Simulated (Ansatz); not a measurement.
# One shape, several levels: singlet SnH3O+

Wanted: a comparison of 6 runs (HF/STO-3G, HSE06/STO-3G, SVWN5/STO-3G, r2SCAN/STO-3G, r2SCAN0/STO-3G, BCCD(T)/STO-3G) of singlet SnH3O+. 

The calculation is run with Ansatz 0.2.0.

58 further runs of the same task are left out: 7 that didn't finish, 51 set aside as unsound or not needed.

## 1. The structure to begin with

SnH3O+ has 5 atoms, charge +1, and is taken as a singlet. SMILES of the parent species: `[OH][SnH2]`. The shape is that of a PBE0-D4/def2-TZVP optimisation. This is one conformer, not always the lowest. That shape belongs to the parent species and isn't relaxed for this state.

Bond lengths: O1–Sn2 1.976 Å, O1–H3 0.960 Å, Sn2–H4 1.735 Å, Sn2–H5 1.722 Å. Angles: O1–Sn2–H4 106.9°, O1–Sn2–H5 101.9°, Sn2–O1–H3 113.3°, H4–Sn2–H5 111.7°.

## 2. A single-point energy at HF/STO-3G (run 1)

Contents of input.yaml:

```yaml
crystal:
  periodic: [false, false, false]
  atoms:
    - {symbol: O, position_ang: [0.707400, -0.732900, 0.861900]}
    - {symbol: Sn, position_ang: [0.104500, 0.308800, -0.705500]}
    - {symbol: H, position_ang: [0.368600, -1.631300, 0.873200]}
    - {symbol: H, position_ang: [-1.606800, 0.061300, -0.845900]}
    - {symbol: H, position_ang: [0.476300, 1.920400, -0.224900]}
basis:
  gaussian:
    orbitals: STO-3G
total_charge: 1
magnetization:
  spin_polarized: false
hamiltonian:
  xc: hf
accuracy: high
```

Launch:

```bash
$ ansatz run input.yaml --threads 1 --pin off --max-ram 2610MiB --events-out events.jsonl --progress --plain --runs-dir runs
```

The log of the run:

```text
Warning: RAYON_NUM_THREADS=1 ignored (pool sized by the plan → 1); use --threads N
Functional definition: HF
  name "HF"
  exchange = exact_x
  correlation = 0
640 factors; integrals over basis functions are off by at most 4.8e-9 eV
mean field evaluation 1: about -164314.2314 eV, gradient 3.5e1 eV
mean field evaluation 2: about -164314.2591 eV, gradient 3.5e1 eV
mean field evaluation 4: about -164319.7647 eV, gradient 3.4e0 eV
mean field evaluation 8: about -164319.8698 eV, gradient 1.6e-1 eV
mean field evaluation 16: about -164319.8702 eV, gradient 1.1e-8 eV
mean field -164319.87022571 eV, -6038.6438507865 hartree, gradient 1.1e-8 eV, S^2 0.000000; 0 other end points of the search recorded, 0 dependent functions left out
reference -164319.87022571 eV, -6038.6438507865 hartree; 30, 30 occupied and 5, 5 virtual orbitals, 640 factors
Total energy: -164319.87022571 eV, -6038.6438507865 hartree
```

Run time: 0.46 s. Hardware: 1 thread of Arm Neoverse V2, shared host.

## 3. A single-point energy at HSE06/STO-3G (run 2)

Contents of job.yaml:

```yaml
basis:
  gaussian:
    orbitals: STO-3G
crystal:
  periodic: [false, false, false]
  atoms:
    - {symbol: O, position_ang: [0.707400, -0.732900, 0.861900]}
    - {symbol: Sn, position_ang: [0.104500, 0.308800, -0.705500]}
    - {symbol: H, position_ang: [0.368600, -1.631300, 0.873200]}
    - {symbol: H, position_ang: [-1.606800, 0.061300, -0.845900]}
    - {symbol: H, position_ang: [0.476300, 1.920400, -0.224900]}
total_charge: 1
magnetization:
  spin_polarized: false
  initial_magnetization: 0
hamiltonian:
  xc: {name: HSE06}
accuracy: high
```

Launch:

```bash
$ ansatz run job.yaml --threads 1 --pin off --max-ram 2610MiB --events-out events.jsonl --progress --plain --runs-dir runs
```

The log of the run:

```text
Warning: RAYON_NUM_THREADS=1 ignored (pool sized by the plan → 1); use --threads N
Functional definition: HSE06
  name "HSE06"
  parameter a = 0.25
  parameter omega = 0.11/bohr
  exchange = pbe_x - a*pbe_x_sr(omega) + a*exact_x_sr(omega)
  correlation = pbe_c
640 factors; integrals over basis functions are off by at most 4.8e-9 eV
52 factors; integrals over basis functions are off by at most 1.2e-9 eV
mean field evaluation 1: about -164367.9260 eV, gradient 4.0e1 eV
mean field evaluation 2: about -164298.5879 eV, gradient 1.3e2 eV
mean field evaluation 4: about -164376.0845 eV, gradient 4.7e0 eV
mean field evaluation 8: about -164376.1017 eV, gradient 1.8e-1 eV
mean field evaluation 16: about -164376.1019 eV, gradient 4.7e-6 eV
mean field -164376.10192882 eV, -6040.7103277604 hartree, gradient 8.7e-8 eV, S^2 0.000000; 0 other end points of the search recorded, 0 dependent functions left out
reference -164376.10193077 eV, -6040.7103278320 hartree; 30, 30 occupied and 5, 5 virtual orbitals, 640 factors
Total energy: -164376.10193077 eV, -6040.7103278320 hartree
```

Run time: 2 s. Hardware: 1 thread of Arm Neoverse V2, shared host; peak memory 0.12 GiB.

Runs 3 to 4 aren't shown in full; the table further down has their settings and results.

## 4. The energy at r2SCAN0/STO-3G (run 5)

Contents of in.yaml:

```yaml
basis:
  gaussian:
    orbitals: STO-3G
crystal:
  periodic: [false, false, false]
  atoms:
    - symbol: O
      position_ang: [0.707400, -0.732900, 0.861900]
    - symbol: Sn
      position_ang: [0.104500, 0.308800, -0.705500]
    - symbol: H
      position_ang: [0.368600, -1.631300, 0.873200]
    - symbol: H
      position_ang: [-1.606800, 0.061300, -0.845900]
    - symbol: H
      position_ang: [0.476300, 1.920400, -0.224900]
total_charge: 1
hamiltonian:
  xc: {name: r2SCAN0}
accuracy: high
```

Launch:

```bash
$ ansatz run in.yaml --threads 1 --pin off --max-ram 2610MiB --events-out events.jsonl --progress --plain --runs-dir runs
```

The log of the run:

```text
Warning: RAYON_NUM_THREADS=1 ignored (pool sized by the plan → 1); use --threads N
Functional definition: r2SCAN0
  name "r2SCAN0"
[... 1 set-up line as earlier in the session ...]
  parameter k0 = 0.174
  parameter k1 = 0.065
  parameter a1 = 4.9479
  exchange = (1 - a)*r2scan_x(k0 = k0, k1 = k1, a1 = a1) + a*exact_x
  correlation = r2scan_c
640 factors; integrals over basis functions are off by at most 4.8e-9 eV
mean field evaluation 1: about -164384.5230 eV, gradient 3.9e1 eV
mean field evaluation 2: about -164328.8198 eV, gradient 1.2e2 eV
mean field evaluation 4: about -164392.1651 eV, gradient 3.4e0 eV
mean field evaluation 8: about -164392.1722 eV, gradient 2.8e-2 eV
mean field evaluation 16: about -164392.1722 eV, gradient 2.8e-6 eV
mean field -164392.17224040 eV, -6041.3009008184 hartree, gradient 2.8e-8 eV, S^2 0.000000; 0 other end points of the search recorded, 0 dependent functions left out
reference -164392.17224073 eV, -6041.3009008302 hartree; 30, 30 occupied and 5, 5 virtual orbitals, 640 factors
Total energy: -164392.17224073 eV, -6041.3009008302 hartree
```

Wall time 4.2 s (1 thread of Arm Neoverse V2, shared host); peak memory 0.15 GiB.

## 5. A single-point energy at BCCD(T)/STO-3G (run 6)

Contents of run.yaml:

```yaml
crystal:
  periodic: [false, false, false]
  atoms:
    - symbol: O
      position_ang: [0.707400, -0.732900, 0.861900]
    - symbol: Sn
      position_ang: [0.104500, 0.308800, -0.705500]
    - symbol: H
      position_ang: [0.368600, -1.631300, 0.873200]
    - symbol: H
      position_ang: [-1.606800, 0.061300, -0.845900]
    - symbol: H
      position_ang: [0.476300, 1.920400, -0.224900]
basis:
  gaussian: {orbitals: STO-3G}
total_charge: 1
correlation: {method: bccd_t, frozen_orbitals: {H: 0, O: 1, Sn: 18}}
accuracy: high
scf: {omitted_lower_state_checks: [cluster_reference, increment]}
```

Launch:

```bash
$ ansatz run run.yaml --threads 1 --pin off --max-ram 2610MiB --events-out events.jsonl --progress --plain --runs-dir runs
```

The log of the run (excerpt; [...] marks lines left out):

```text
Warning: RAYON_NUM_THREADS=1 ignored (pool sized by the plan → 1); use --threads N
[... 2 set-up lines as earlier in the session ...]
[...]
640 factors; integrals over basis functions are off by at most 4.8e-9 eV
[...]
mean field -164319.87022571 eV, -6038.6438507865 hartree, gradient 1.1e-8 eV, S^2 0.000000; 0 other end points of the search recorded, 0 dependent functions left out; unrestricted orbitals would lower it
19 core orbitals not correlated: weight in the atoms' cores, before any rotation towards them, 1.000 or more for the frozen orbitals, at most 0.000 for the correlated occupied ones
reference -164319.87022571 eV, -6038.6438507865 hartree; 11, 11 occupied and 5, 5 virtual orbitals, 640 factors
second order -2.61246924 eV of doubles, -0.00000000 eV of singles
cycle   1  -2.80643066 eV  change   -1.9e-1 eV  update   1.7e-1
[...]
cycle  29  -3.39810162 eV  change   1.6e-10 eV  update   1.3e-9
perturbative correction -0.29824806 eV, -0.0109604140 hartree
Total energy: -164323.56657539 eV, -6038.7796891317 hartree
Checks for a lower state left out: cluster_reference, increment
```

Run time: 0.66 s. Hardware: 1 thread of Arm Neoverse V2, shared host.

## 6. The series

```tsv
run	level	frozen core orbitals	energy (Eh)	wall time
1	HF/STO-3G	–	-6038.643851	0.46 s
2	HSE06/STO-3G	–	-6040.710328	2 s
3	SVWN5/STO-3G	–	-6034.728763	1.1 s
4	r2SCAN/STO-3G	–	-6041.207053	4.5 s
5	r2SCAN0/STO-3G	–	-6041.300901	4.2 s
6	BCCD(T)/STO-3G	19	-6038.779689	0.66 s
```

## 7. What came out

| quantity | value |
| --- | --- |
| run 6: total energy | -6038.77969 Eh |
| run 6: correlation energy (19 core orbitals frozen) | -135.8 mEh |
| run 6: (T) correction | -10.96 mEh |

Totals of different functionals can't be ranked against each other. In run 6 the log says that unrestricted orbitals would lower the reference, so the values rest on an unstable closed-shell determinant (other closed-shell runs at this shape may share the fault). In runs 1, 2, 3, 4, 5, 6 the basis is minimal, so the values are rough. In runs 1, 2, 3, 4, 5, 6 relativity is left out where basis or elements ask for it. All runs together took 13 s, the longest 4.5 s.
